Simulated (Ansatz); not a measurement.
# GeH7NO2Si: a ladder of functionals and wavefunction methods

An exercise on one series of results from a longer session: the logs are not shown, and one member is left open.

Computed with Ansatz 0.2.0, Gaussian basis. Level: functionals in def2-TZVPP, the program's frozen cores in correlated methods.

Plan: PBE-D4, r2SCAN-D4, PBE0-D4, B3LYP-D4, ωB97X-V, ωB97M-V, B2PLYP; CCSD(T)/def2-TZVPP; MP2/def2-QZVPP; extrapolation to the limit.

**Structure used throughout**

All runs share one geometry, relaxed beforehand with PBE0-D4 in a triple-zeta def2 set.

SMILES `O[SiH](O)[NH][GeH3]`, 12 atoms, charge 0, spin multiplicity 1.

Atoms are counted from 1 here; the program's logs count them from 0.

Bond lengths: O1–Si2 1.647 Å, O1–H6 0.958 Å, Si2–O3 1.638 Å, Si2–N4 1.701 Å, Si2–H7 1.483 Å, O3–H8 0.959 Å, N4–Ge5 1.841 Å, N4–H9 1.011 Å, Ge5–H10 1.540 Å, Ge5–H11 1.540 Å, Ge5–H12 1.533 Å. Angles: Si2–O1–H6 117.0°, O1–Si2–O3 103.7°, O1–Si2–N4 113.8°, O1–Si2–H7 110.8°, O3–Si2–N4 110.9°, O3–Si2–H7 111.9°, N4–Si2–H7 105.9°, Si2–O3–H8 115.9°, Si2–N4–Ge5 127.9°, Si2–N4–H9 116.6°, Ge5–N4–H9 114.2°, N4–Ge5–H10 108.8°, N4–Ge5–H11 110.8°, N4–Ge5–H12 107.0°, H10–Ge5–H11 108.9°, H10–Ge5–H12 110.7°, H11–Ge5–H12 110.5°.

Set-up of the first run:

Contents of in.yaml:

```yaml
crystal:
  periodic: [false, false, false]
  atoms:
    - {symbol: O, position_ang: [-1.358989, -1.988676, 0.376524]}
    - {symbol: Si, position_ang: [-0.003912, -1.054237, 0.330536]}
    - {symbol: O, position_ang: [1.135458, -2.053085, -0.291655]}
    - {symbol: N, position_ang: [-0.168290, 0.346215, -0.620362]}
    - {symbol: Ge, position_ang: [0.308100, 2.070637, -0.186074]}
    - {symbol: H, position_ang: [-2.169084, -1.567117, 0.665335]}
    - {symbol: H, position_ang: [0.356604, -0.581895, 1.689152]}
    - {symbol: H, position_ang: [0.981603, -2.991556, -0.170601]}
    - {symbol: H, position_ang: [-0.366748, 0.206450, -1.601807]}
    - {symbol: H, position_ang: [-0.831795, 3.019186, -0.599554]}
    - {symbol: H, position_ang: [1.595789, 2.485322, -0.922702]}
    - {symbol: H, position_ang: [0.521254, 2.108755, 1.331209]}
basis:
  gaussian: {orbitals: def2-TZVPP}
hamiltonian: {xc: pbe, dispersion: d4}
output: {forces: true, orbitals: {seedname: orbitals}}
```

On the command line:

```
> ansatz run in.yaml --threads 2 --pin off --events-out ev --progress --plain --max-ram 22528MiB --backend cuda --devices 0, --max-vram 18GiB
```

Among the steps run: PBE-D4 (GGA); r2SCAN-D4 (meta-GGA); PBE0-D4 (hybrid); B3LYP-D4 (hybrid); ωB97X-V (range-separated); ωB97M-V (range-separated); B2PLYP (double hybrid); CCSD(T) in def2-TZVPP; MP2 in def2-QZVPP.

One table of the session follows, with a row left open; its other results are not shown here.

| method | atomisation energy (kJ/mol) |
| --- | --- |
| PBE-D4 | ? |
| r2SCAN-D4 | 4137.3 |
| PBE0-D4 | 4085.8 |
| B3LYP-D4 | 4129.8 |
| ωB97X-V | 4170.7 |
| ωB97M-V | 4153.0 |
| B2PLYP | 4096.7 |
| HF/def2-TZVPP | 2907.9 |
| MP2/def2-TZVPP | 4113.2 |
| CCSD/def2-TZVPP | 3995.7 |
| CCSD(T)/def2-TZVPP | 4054.8 |
| MP2/CBS | 4236.3 |
| CCSD(T)/CBS | 4177.9 |

Estimate the missing values for PBE-D4.

**Answer.** atomisation energy (kJ/mol): 4159.4. In the column «atomisation energy (kJ/mol)» it lies between ωB97M-V (4153.0) and ωB97X-V (4170.7).
